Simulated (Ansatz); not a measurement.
**C₃H₅BrO: up Jacob's ladder to CCSD(T)**

An exercise on one series of results from a longer session: the logs are not shown, and one member is left open.

Method: functionals in def2-TZVPP, the program's frozen cores in correlated methods; program: Ansatz 0.2.0, Gaussian basis.

Plan: LDA (SPW92), PBE-D4, revPBE-D4, BLYP-D4, r2SCAN-D4, B97M-V, PBE0-D4, B3LYP-D4, r2SCANh-D4, r2SCAN0-D4, HSE06-D4, BHLYP-D4, CAM-B3LYP-D4, LC-ωPBE, ωB97X-V, ωB97M-V, B2PLYP, PBE-QIDH; CCSD(T)/def2-SVP; CCSD(T)/def2-TZVPP; MP2/def2-QZVPP; extrapolation to the limit; RPA on PBE.

**Structure used throughout**

The geometry comes from an earlier relaxation with PBE0-D4 in a triple-zeta def2 set; it is a stationary point, not always the lowest conformer.

SMILES `OC/C=C/Br`, 10 atoms, charge 0, spin multiplicity 1.

Atoms are counted from 1 here; the program's logs count them from 0.

Bond lengths: O1–C2 1.413 Å, O1–H6 0.961 Å, C2–C3 1.494 Å, C2–H7 1.094 Å, C2–H8 1.098 Å, C3–C4 1.322 Å, C3–H9 1.086 Å, C4–Br5 1.879 Å, C4–H10 1.083 Å. Angles: C2–O1–H6 108.0°, O1–C2–C3 112.0°, O1–C2–H7 105.5°, O1–C2–H8 111.7°, C3–C2–H7 109.9°, C3–C2–H8 110.1°, H7–C2–H8 107.4°, C2–C3–C4 122.2°, C2–C3–H9 117.0°, C4–C3–H9 120.8°, C3–C4–Br5 123.7°, C3–C4–H10 123.5°, Br5–C4–H10 112.8°.

The first run:

Contents of in.yaml:

```yaml
crystal:
  periodic: [false, false, false]
  atoms:
    - {symbol: O, position_ang: [0.301573, -1.879228, 0.731940]}
    - {symbol: C, position_ang: [0.769158, -0.755953, 0.014232]}
    - {symbol: C, position_ang: [-0.351961, 0.098559, -0.480558]}
    - {symbol: C, position_ang: [-0.468348, 1.372013, -0.143781]}
    - {symbol: Br, position_ang: [-1.865053, 2.482404, -0.733050]}
    - {symbol: H, position_ang: [-0.245247, -1.562118, 1.456186]}
    - {symbol: H, position_ang: [1.329669, -1.162932, -0.832053]}
    - {symbol: H, position_ang: [1.466828, -0.154331, 0.612179]}
    - {symbol: H, position_ang: [-1.091315, -0.377350, -1.117743]}
    - {symbol: H, position_ang: [0.237796, 1.887737, 0.495449]}
basis:
  gaussian: {orbitals: def2-TZVPP}
hamiltonian: {xc: lda}
output: {orbitals: {seedname: orbitals}}
```

Steps of the session up to this table: LDA; PBE-D4 (GGA); revPBE-D4 (GGA); BLYP-D4 (GGA); r2SCAN-D4 (meta-GGA); B97M-V (meta-GGA); PBE0-D4 (hybrid); B3LYP-D4 (hybrid); r2SCANh-D4 (hybrid); r2SCAN0-D4 (hybrid); HSE06-D4 (hybrid); BHLYP-D4 (hybrid); CAM-B3LYP-D4 (range-separated); LC-ωPBE (range-separated); ωB97X-V (range-separated); ωB97M-V (range-separated); B2PLYP (double hybrid); PBE-QIDH (double hybrid).

One table of the session follows, with a row left open; its other results are not shown here.

It belongs to the step «Frontier levels by functional». 

| functional | HOMO (eV) | gap (eV) |
| --- | --- | --- |
| LDA (SPW92) | -6.36 | 4.64 |
| PBE-D4 | -6.19 | 4.71 |
| revPBE-D4 | -6.12 | 4.75 |
| BLYP-D4 | -6.04 | 4.70 |
| r2SCAN-D4 | -6.44 | 5.16 |
| B97M-V | -6.49 | 5.29 |
| PBE0-D4 | -7.38 | 6.89 |
| B3LYP-D4 | ? | ? |
| r2SCANh-D4 | -6.89 | 5.97 |
| r2SCAN0-D4 | -7.54 | 7.16 |
| HSE06-D4 | -6.99 | 6.11 |
| BHLYP-D4 | -8.40 | 8.99 |
| CAM-B3LYP-D4 | -8.68 | 9.31 |
| LC-ωPBE | -10.04 | 11.83 |
| ωB97X-V | -9.66 | 11.38 |
| ωB97M-V | -9.55 | 11.14 |

Estimate the missing values for B3LYP-D4.

Worked estimate for «HOMO (eV)». Against the share of exact exchange, BLYP-D4 (0, -6.04), BHLYP-D4 (0.5, -8.40) give a slope of -4.72 per unit share; at 0.2 the line stands at -6.98.

The run gave: HOMO (eV): -7.16; gap (eV): 6.43. In «HOMO (eV)» the line misses by +0.18.
